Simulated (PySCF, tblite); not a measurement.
**C4H9NSi: geometry, infrared bands and NMR shifts**

Wanted: the infrared bands and NMR shifts of C4H9NSi (`C=C([SiH3])/C=N\C`), by calculation.

The runs use tblite 0.8.0 and PySCF 2.14.0, with density-fitted response routines of our own; the level of theory stands in each step. All values are computed, except where a source is named. Atoms count from 0, in the outputs and in this text.

## (1) The molecule as given

15 atoms, charge 0, multiplicity 1; geometry from: force field or distance geometry start.

Bonds of the start (Å): C0–C1 1.29, C1–Si2 1.88, C1–C3 1.43, C3–N4 1.27, N4–C5 1.45, C0–H6 1.12, C0–H7 1.05, Si2–H8 1.45, Si2–H9 1.48, Si2–H10 1.48, C3–H11 1.13, C5–H12 1.09, C5–H13 1.15, C5–H14 1.10.

## (2) Optimising the geometry with GFN2-xTB

What the job is given:

```
{"job": {"kind": "relax", "xc": "GFN2-xTB", "basis": "xTB"}, "charge": 0, "multiplicity": 1}
C     -0.331200     0.766100    -1.053400
C     -0.507100     0.146600     0.066600
Si    -2.221600     0.340500     0.800600
C      0.378500    -0.654600     0.851200
N      1.584200    -0.991200     0.668100
C      2.275400    -0.533700    -0.517700
H     -1.237200     1.323400    -1.415200
H      0.506400     0.852100    -1.688200
H     -2.110300     0.141200     2.234500
H     -2.723000     1.692900     0.472100
H     -3.162300    -0.614100     0.178500
H     -0.054500    -1.081800     1.809100
H      1.836800    -0.975100    -1.417600
H      3.339100    -0.961600    -0.504600
H      2.422300     0.557200    -0.506000
```

Started as:

```sh
OMP_NUM_THREADS=1 python probes_run.py task.json out
```

This one command runs all jobs of the session in turn.

**Question.** This job is followed by: GFN2-xTB harmonic vibrations, gas phase; GIAO PBE0/pcSseg-1 NMR shielding, non-relativistic, gas phase. What will the session give for the following? strongest single infrared mode (GFN2-xTB); zero-point energy (GFN2-xTB); ¹³C shifts against TMS (PBE0/pcSseg-1); ¹H shifts against TMS (PBE0/pcSseg-1, means over atoms taken as alike); ²⁹Si shifts against TMS (PBE0/pcSseg-1); ¹⁵N shifts against NH3 (PBE0/pcSseg-1).

As calculated:

```
                                                              quantity                             value
                             strongest single infrared mode (GFN2-xTB)             2259 cm⁻¹, 379 km/mol
                                          zero-point energy (GFN2-xTB)                     70.8 kcal/mol
                                ¹³C shifts against TMS (PBE0/pcSseg-1)     167.9, 148.4, 139.7, 42.5 ppm
¹H shifts against TMS (PBE0/pcSseg-1, means over atoms taken as alike)  8.33, 6.20, 5.86, 4.18, 3.69 ppm
                               ²⁹Si shifts against TMS (PBE0/pcSseg-1)                         -71.4 ppm
                                ¹⁵N shifts against NH3 (PBE0/pcSseg-1)                         381.8 ppm
```

What this shows: Relaxing lowered the energy by 0.569 eV in 199 steps; the close pair that moved most is C5–H13, from 1.147 to 1.091 Å. All 39 modes are real, so the xTB geometry is a minimum. The strongest single mode, at 2259 cm⁻¹, moves mainly H10. GFN2-xTB is a fitted tight-binding method: band positions and strengths are rough. Its intensities can rank the bands wrongly. At PBE0/pcSseg-1: The widest tensor belongs to N4: span 780 ppm, with a paramagnetic part of -441 ppm.
